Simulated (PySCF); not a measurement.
# One shape, several levels: GaBH3SCl (SMILES B[S][GaH][Cl])

We compute a comparison of 4 runs (HF/3-21G, B3LYP/6-31G*, B3LYP/pcseg-1, B2PLYP/6-311G**) of GaBH3SCl. 

Program for the calculation: PySCF 2.14.0.

1 further run of the same task is left out (it didn't finish).

## Step 1: Starting point

GaBH3SCl: 7 atoms, total charge 0, spin state singlet. As SMILES, `B[S][GaH][Cl]`. Geometry: a GFN2-xTB relaxation, a rough one for these elements and not checked as a minimum. This is one conformer, not always the lowest.

Bond lengths: B1–S2 1.758 Å, S2–Ga3 2.260 Å, Ga3–Cl4 2.082 Å, B1–H5 1.175 Å, B1–H6 1.166 Å, Ga3–H7 1.581 Å. Angles: B1–S2–Ga3 101.6°, S2–Ga3–Cl4 119.7°, S2–B1–H5 120.5°, S2–B1–H6 117.3°, S2–Ga3–H7 119.3°, Cl4–Ga3–H7 121.0°, H5–B1–H6 122.2°.

## Step 2: Energy and gradient at HF/3-21G (run 1)

mol.xyz reads:

```xyz
7
BClGaH3S
B     -0.709580     1.420210     0.455740
S     -1.321410    -0.171280     0.028980
Ga     0.591850    -1.290330    -0.413750
Cl     0.510000    -3.293120    -0.976830
H      0.445330     1.638810     0.442920
H     -1.492500     2.234210     0.744920
H      1.976300    -0.538500    -0.281980
```

job.py reads:

```python
from pyscf import gto

system = gto.Mole()
system.atom = 'mol.xyz'
system.basis = '3-21g'
system.charge = 0
system.spin = 0
system.max_memory = 1860
system.verbose = 4
system.build()

calc0 = system.RHF()
calc0.conv_tol = 1e-10
calc0.kernel()
if not calc0.converged:
    calc0 = calc0.newton().run(calc0.mo_coeff, calc0.mo_occ)

energy = calc0.e_tot
print('Final energy', energy)
grad = calc0.nuc_grad_method().kernel()
dip = calc0.dip_moment()
pop, q = calc0.mulliken_pop()
```

The run is started by

```bash
OMP_NUM_THREADS=1 python job.py
```

The program printed:

```text
PySCF version 2.14.0

[... 61 lines left out ...]
converged SCF energy = -2793.07848372668
Final energy -2793.0784837266788
[... 13 lines left out ...]
Dipole moment(X, Y, Z, Debye):  2.00415,  2.00933,  0.43498
[... 32 lines left out ...]
pop of  2 Ga 3py          1.98562
pop of  2 Ga 3pz          1.98359
pop of  2 Ga 4px          0.54344
pop of  2 Ga 4py          0.43097
pop of  2 Ga 4pz          0.14262
pop of  2 Ga 5px          0.04857
pop of  2 Ga 5py         -0.04268
pop of  2 Ga 5pz          0.04543
pop of  2 Ga 3dxy         1.98849
pop of  2 Ga 3dyz         1.99485
pop of  2 Ga 3dz^2        1.98893
pop of  2 Ga 3dxz         1.99805
pop of  2 Ga 3dx2-y2      1.98518
pop of  3 Cl 1s           1.99858
pop of  3 Cl 2s           1.95857
pop of  3 Cl 3s           1.10928
pop of  3 Cl 4s           0.93546
pop of  3 Cl 2px          1.97046
pop of  3 Cl 2py          1.96611
pop of  3 Cl 2pz          1.96952
pop of  3 Cl 3px          1.06815
pop of  3 Cl 3py          0.93562
pop of  3 Cl 3pz          1.02431
pop of  3 Cl 4px          0.90021
pop of  3 Cl 4py          0.71127
pop of  3 Cl 4pz          0.90476
pop of  4 H 1s            0.46368
pop of  4 H 2s            0.53985
pop of  5 H 1s            0.46562
pop of  5 H 2s            0.52403
pop of  6 H 1s            0.38694
pop of  6 H 2s            0.76485
 ** Mulliken atomic charges  **
charge of    0B =      0.01998
charge of    1S =     -0.44714
charge of    2Ga =      1.02445
charge of    3Cl =     -0.45231
charge of    4H =     -0.00353
charge of    5H =      0.01035
charge of    6H =     -0.15180
```

Wall time 6.6 s (1 thread of Intel Xeon at 2.50GHz (Skylake/Cascade Lake), shared host); peak memory 0.13 GiB.

## Step 3: Energy and gradient at B3LYP/6-31G(d) (spherical functions) (run 2)

input.py reads:

```python
import pyscf.grad
from pyscf import gto, dft

molecule = gto.M(
    atom='''
B     -0.709580     1.420210     0.455740
S     -1.321410    -0.171280     0.028980
Ga     0.591850    -1.290330    -0.413750
Cl     0.510000    -3.293120    -0.976830
H      0.445330     1.638810     0.442920
H     -1.492500     2.234210     0.744920
H      1.976300    -0.538500    -0.281980
''',
    basis='6-31g*',
    max_memory=1860,
    verbose=3,
)

mf = dft.RKS(molecule)
mf.xc = 'b3lyp'
mf.grids.level = 5
mf.conv_tol = 1e-10
mf.kernel()
if not mf.converged:
    mf = mf.newton().run(mf.mo_coeff, mf.mo_occ)

e_tot = mf.e_tot
print(f'total energy: {e_tot:.8f} hartree')
grad = mf.Gradients().kernel()
dip = mf.dip_moment()
pop, q = mf.mulliken_pop()
```

The run is started by

```bash
OMP_NUM_THREADS=1 python input.py
```

The program printed:

```text
converged SCF energy = -2809.75399859541
total energy: -2809.75399860 hartree
--------------- RKS gradients ---------------
         x                y                z
0 B    -0.0095845892    -0.0024460869     0.0000526296
1 S     0.0079998906     0.0204750042     0.0054305236
2 Ga    -0.0046023751    -0.0335512115    -0.0094417210
3 Cl     0.0026649960     0.0258200693     0.0072267630
4 H    -0.0086824658    -0.0038164740    -0.0006303315
5 H     0.0089226052    -0.0094063379    -0.0033569617
6 H     0.0032782924     0.0029245909     0.0007218653
----------------------------------------------
Dipole moment(X, Y, Z, Debye):  0.95026,  0.78798,  0.15549
 ** Mulliken pop  **
pop of  0 B 1s            1.99605
pop of  0 B 2s            0.59698
pop of  0 B 3s            0.47785
pop of  0 B 2px           0.69943
pop of  0 B 2py           0.57081
pop of  0 B 2pz           0.17798
pop of  0 B 3px           0.22730
pop of  0 B 3py           0.13685
pop of  0 B 3pz           0.12561
pop of  0 B 3dxy          0.01442
pop of  0 B 3dyz          0.00697
pop of  0 B 3dz^2         0.00571
pop of  0 B 3dxz          0.00206
pop of  0 B 3dx2-y2       0.01378
pop of  1 S 1s            1.99966
pop of  1 S 2s            1.99680
pop of  1 S 3s            1.36543
pop of  1 S 4s            0.45861
pop of  1 S 2px           1.98938
pop of  1 S 2py           1.98857
pop of  1 S 2pz           1.98972
pop of  1 S 3px           1.04442
pop of  1 S 3py           0.99200
pop of  1 S 3pz           1.04257
pop of  1 S 4px           0.33555
pop of  1 S 4py           0.21747
pop of  1 S 4pz           0.53964
pop of  1 S 3dxy          0.01544
pop of  1 S 3dyz          0.00364
pop of  1 S 3dz^2         0.00406
pop of  1 S 3dxz          0.00413
pop of  1 S 3dx2-y2       0.00949
pop of  2 Ga 1s           1.99997
pop of  2 Ga 2s           1.99958
pop of  2 Ga 3s           1.99964
pop of  2 Ga 4s           1.26613
pop of  2 Ga 5s           0.01352
pop of  2 Ga 2px          1.99974
pop of  2 Ga 2py          1.99970
pop of  2 Ga 2pz          1.99977
pop of  2 Ga 3px          1.99781
pop of  2 Ga 3py          1.99753
pop of  2 Ga 3pz          1.99668
pop of  2 Ga 4px          0.70070
pop of  2 Ga 4py          0.55798
pop of  2 Ga 4pz          0.21268
pop of  2 Ga 5px          0.02745
pop of  2 Ga 5py         -0.00079
pop of  2 Ga 5pz          0.02920
pop of  2 Ga 3dxy         1.36522
pop of  2 Ga 3dyz         1.36115
pop of  2 Ga 3dz^2        1.35746
pop of  2 Ga 3dxz         1.36080
pop of  2 Ga 3dx2-y2      1.36374
pop of  2 Ga 4dxy         0.58447
pop of  2 Ga 4dyz         0.58785
pop of  2 Ga 4dz^2        0.58854
pop of  2 Ga 4dxz         0.58748
pop of  2 Ga 4dx2-y2      0.58509
pop of  2 Ga 5dxy         0.12330
pop of  2 Ga 5dyz         0.08370
pop of  2 Ga 5dz^2        0.06994
pop of  2 Ga 5dxz         0.06810
pop of  2 Ga 5dx2-y2      0.11349
pop of  3 Cl 1s           1.99966
pop of  3 Cl 2s           1.99693
pop of  3 Cl 3s           1.41649
pop of  3 Cl 4s           0.48751
pop of  3 Cl 2px          1.99191
pop of  3 Cl 2py          1.98985
pop of  3 Cl 2pz          1.99141
pop of  3 Cl 3px          1.28921
pop of  3 Cl 3py          1.11122
pop of  3 Cl 3pz          1.22933
pop of  3 Cl 4px          0.62632
pop of  3 Cl 4py          0.32354
pop of  3 Cl 4pz          0.60256
pop of  3 Cl 3dxy         0.00231
pop of  3 Cl 3dyz         0.00328
pop of  3 Cl 3dz^2        0.00167
pop of  3 Cl 3dxz         0.00019
pop of  3 Cl 3dx2-y2      0.00547
pop of  4 H 1s            0.52805
pop of  4 H 2s            0.45608
pop of  5 H 1s            0.52754
pop of  5 H 2s            0.45439
pop of  6 H 1s            0.46996
pop of  6 H 2s            0.44911
 ** Mulliken atomic charges  **
charge of    0B =     -0.05179
charge of    1S =      0.00342
charge of    2Ga =      0.00236
charge of    3Cl =     -0.06886
charge of    4H =      0.01587
charge of    5H =      0.01807
charge of    6H =      0.08092
```

Wall time 79 s (1 thread of Intel Xeon at 2.50GHz (Skylake/Cascade Lake), shared host); peak memory 0.86 GiB.

Run 3 isn't shown in full; the table further down has it.

## Step 4: The energy at B2PLYP/6-311G(d,p) (run 4)

input.py reads:

```python
from pyscf import gto, dft, mp

mol = gto.M(
    atom=[
    ('B', (-0.709580, 1.420210, 0.455740)),
    ('S', (-1.321410, -0.171280, 0.028980)),
    ('Ga', (0.591850, -1.290330, -0.413750)),
    ('Cl', (0.510000, -3.293120, -0.976830)),
    ('H', (0.445330, 1.638810, 0.442920)),
    ('H', (-1.492500, 2.234210, 0.744920)),
    ('H', (1.976300, -0.538500, -0.281980)),
],
    verbose=4,
    basis='6-311g**',
    max_memory=1860,
    charge=0,
)

ks = dft.RKS(mol)
ks.xc = '0.53*HF + 0.47*B88, 0.73*LYP'
ks.conv_tol = 1e-10
ks.grids.level = 5
ks.kernel()
if not ks.converged:
    ks = ks.newton().run(ks.mo_coeff, ks.mo_occ)

pt = mp.MP2(ks, frozen=20).run()
etot = ks.e_tot + 0.27 * pt.e_corr
print('PT2 part  %.8f' % (0.27 * pt.e_corr))
print(f'total energy: {etot:.8f} hartree')
dip = ks.dip_moment()
pop, q = ks.mulliken_pop()
```

The run is started by

```bash
OMP_NUM_THREADS=1 python input.py
```

The program printed:

```text
PySCF version 2.14.0

[... 79 lines left out ...]
converged SCF energy = -2809.0948836279
[... 9 lines left out ...]
total energy: -2809.29020054 hartree
Dipole moment(X, Y, Z, Debye):  1.12543,  0.96207,  0.19217
[... 101 lines left out ...]
pop of  3 Cl 4px          0.37126
pop of  3 Cl 4py          0.32428
pop of  3 Cl 4pz          0.35409
pop of  3 Cl 5px          1.07991
pop of  3 Cl 5py          0.92704
pop of  3 Cl 5pz          1.04205
pop of  3 Cl 6px          0.49774
pop of  3 Cl 6py          0.31469
pop of  3 Cl 6pz          0.48477
pop of  3 Cl 3dxy         0.00221
pop of  3 Cl 3dyz         0.00347
pop of  3 Cl 3dz^2        0.00176
pop of  3 Cl 3dxz         0.00019
pop of  3 Cl 3dx2-y2      0.00597
pop of  4 H 1s            0.26797
pop of  4 H 2s            0.57057
pop of  4 H 3s            0.15604
pop of  4 H 2px           0.01218
pop of  4 H 2py           0.00306
pop of  4 H 2pz           0.00088
pop of  5 H 1s            0.26942
pop of  5 H 2s            0.56495
pop of  5 H 3s            0.13975
pop of  5 H 2px           0.00690
pop of  5 H 2py           0.00799
pop of  5 H 2pz           0.00160
pop of  6 H 1s            0.22571
pop of  6 H 2s            0.55664
pop of  6 H 3s            0.30929
pop of  6 H 2px           0.00647
pop of  6 H 2py           0.00234
pop of  6 H 2pz           0.00051
 ** Mulliken atomic charges  **
charge of    0B =     -0.03699
charge of    1S =     -0.13056
charge of    2Ga =      0.57371
charge of    3Cl =     -0.30391
charge of    4H =     -0.01071
charge of    5H =      0.00940
charge of    6H =     -0.10095
```

Run time: 53 s. Hardware: 1 thread of Intel Xeon at 2.50GHz (Skylake/Cascade Lake), shared host; peak memory 0.81 GiB.

## Step 5: Overview of the runs

```tsv
run	level	integration grid	task	energy (Eh)	dipole moment (D)	HOMO energy (eV)	LUMO energy (eV)	wall time
1	HF/3-21G	–	gradient	-2793.078484	2.87	-11.02	0.84	6.6 s
2	B3LYP/6-31G* (spherical functions)	5	gradient	-2809.753999	1.24	-7.98	-2.05	79 s
3	B3LYP/pcseg-1	5	gradient	-2809.830058	1.24	-8.09	-2.21	87 s
4	B2PLYP/6-311G**	5	energy	-2809.290201	1.49	-9.31	-0.82	53 s
```

## Step 6: Results

| quantity | value |
| --- | --- |
| run 4: total energy | -2809.29020 Eh |
| run 4: dipole moment (SCF part) | 1.49 D |
| run 4: HOMO energy (SCF part's orbitals) | -9.31 eV |
| run 4: LUMO energy (SCF part's orbitals) | -0.82 eV |
| run 4: HOMO–LUMO gap (SCF part's orbitals) | 8.49 eV |

In words: The dipole moment (its size) runs from 1.24 D (B3LYP/pcseg-1) to 2.87 D (HF/3-21G). The two ends differ in method and basis. The HOMO–LUMO gap runs from 5.89 eV (B3LYP/pcseg-1) to 11.85 eV (HF/3-21G). Totals of different functionals can't be ranked against each other. All runs together took 3.8 min, the longest 87 s.
